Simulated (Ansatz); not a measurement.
Turn this script for Ansatz 0.2.0, Python API into the input file that the command-line program reads.

The script, `opt_c3h3fose.py`:
```python
"""Relax the C3H3FOSe molecule."""

import itertools

import ansatz
from ase.data import atomic_numbers, covalent_radii
import numpy as np

BASIS_SET = "def2-SVP"
FUNCTIONAL = "PBE0"

GEOMETRY = """
F    -0.76390   -2.16870    0.79470
C    -0.11970   -1.16800    0.12570
Se    1.47670   -1.61610   -0.79530
C    -0.48510    0.09320    0.11100
C    -0.45840    1.39740   -0.27000
O    -1.56560    1.14060    0.49970
H     2.34690   -1.31910    0.49360
H     0.35310    1.98490    0.30070
H    -0.69540    1.60950   -1.27710
"""

c3h3fose = ansatz.Crystal.molecule()
for line in GEOMETRY.strip().splitlines():
    symbol, *xyz = line.split()
    c3h3fose = c3h3fose.atom(symbol, [float(v) for v in xyz])

model = (
    c3h3fose.calculation()
    .basis(gaussian=BASIS_SET)
    .functional(FUNCTIONAL)
)
symbols = [site.symbol for site in c3h3fose.cartesian_sites]
start = np.array([site.position_ang for site in c3h3fose.cartesian_sites], dtype=float)
data = model.relax(force_tolerance=0.005).run(threads=1).report
end = np.array(data["positions_ang"])

for key in ("converged", "free_energy_ev", "reference_energy_ev", "n_frozen", "n_occupied", "n_virtual"):
    print(f"{key:22s} {data[key]}")

# pairs closer than 1.2 times the sum of covalent radii, before or after
radius = [covalent_radii[atomic_numbers[s]] for s in symbols]
span = lambda where, i, j: np.linalg.norm(where[i] - where[j])
bonded = [(i, j) for i, j in itertools.combinations(range(len(symbols)), 2) if min(span(start, i, j), span(end, i, j)) < 1.2 * (radius[i] + radius[j])]
print("pair        before    after (A)")
for i, j in bonded:
    print(f"{symbols[i]}{i}-{symbols[j]}{j}".ljust(10), f"{span(start, i, j):8.4f} {span(end, i, j):8.4f}")
for first, second in list(itertools.combinations(bonded, 2)):
    shared = set(first) & set(second)
    if shared and symbols[(j := shared.pop())] != "H":
        i, k = sorted((set(first) | set(second)) - {j})
        u, v = end[i] - end[j], end[k] - end[j]
        angle = np.degrees(np.arccos(np.clip(u @ v / np.linalg.norm(u) / np.linalg.norm(v), -1, 1)))
        print(f"final angle {symbols[i]}{i}-{symbols[j]}{j}-{symbols[k]}{k}: {angle:.2f} deg")
with open("c3h3fose_opt.xyz", "w") as handle:
    handle.write(f"{len(symbols)}\nrelaxed C3H3FOSe\n")
    handle.writelines(f"{s:2s} {x:11.6f} {y:11.6f} {z:11.6f}\n" for s, (x, y, z) in zip(symbols, end))
```

```console
$ python opt_c3h3fose.py
converged              True
free_energy_ev         -73240.40251946883
reference_energy_ev    -73240.40251946883
n_frozen               0
n_occupied             [36, 36]
n_virtual              [81, 81]
pair        before    after (A)
F0-C1        1.3653   1.3367
C1-Se2       1.8967   1.8892
C1-C3        1.3131   1.3275
Se2-H6       1.5833   1.4765
C3-C4        1.3590   1.4295
C3-O5        1.5542   1.3414
C4-O5        1.3727   1.4546
C4-H7        1.1530   1.0965
C4-H8        1.0561   1.0964
final angle F0-C1-Se2: 117.65 deg
final angle F0-C1-C3: 120.72 deg
final angle Se2-C1-C3: 121.47 deg
final angle C1-Se2-H6: 95.83 deg
final angle C1-C3-C4: 156.21 deg
final angle C1-C3-O5: 140.55 deg
final angle C4-C3-O5: 63.24 deg
final angle C3-C4-O5: 55.42 deg
final angle C3-C4-H7: 119.94 deg
final angle C3-C4-H8: 120.06 deg
final angle C3-O5-C4: 61.34 deg
final angle O5-C4-H7: 114.90 deg
final angle O5-C4-H8: 114.85 deg
final angle H7-C4-H8: 116.40 deg
```

`input.yaml`:
```yaml
crystal:
  periodic: [false, false, false]
  atoms:
    - { symbol: F, position_ang: [-0.7639, -2.1687, 0.7947] }
    - { symbol: C, position_ang: [-0.1197, -1.168, 0.1257] }
    - { symbol: Se, position_ang: [1.4767, -1.6161, -0.7953] }
    - { symbol: C, position_ang: [-0.4851, 0.0932, 0.111] }
    - { symbol: C, position_ang: [-0.4584, 1.3974, -0.27] }
    - { symbol: O, position_ang: [-1.5656, 1.1406, 0.4997] }
    - { symbol: H, position_ang: [2.3469, -1.3191, 0.4936] }
    - { symbol: H, position_ang: [0.3531, 1.9849, 0.3007] }
    - { symbol: H, position_ang: [-0.6954, 1.6095, -1.2771] }
basis:
  gaussian:
    orbitals: def2-SVP
hamiltonian:
  xc: pbe0
relax:
  f_tol: 0.005
```

Notes:
- Total energies depend on the basis set; only differences at equal settings carry meaning.
- The end point is the stationary point reached from this start; no frequency run checks that it is a minimum, and the basis set is modest.
- Timing: 72 s on 1 thread of Arm Neoverse V2, with other jobs on the host, peak memory 0.37 GiB.

(Lines on the test bed's own set-up are left out of the output.)
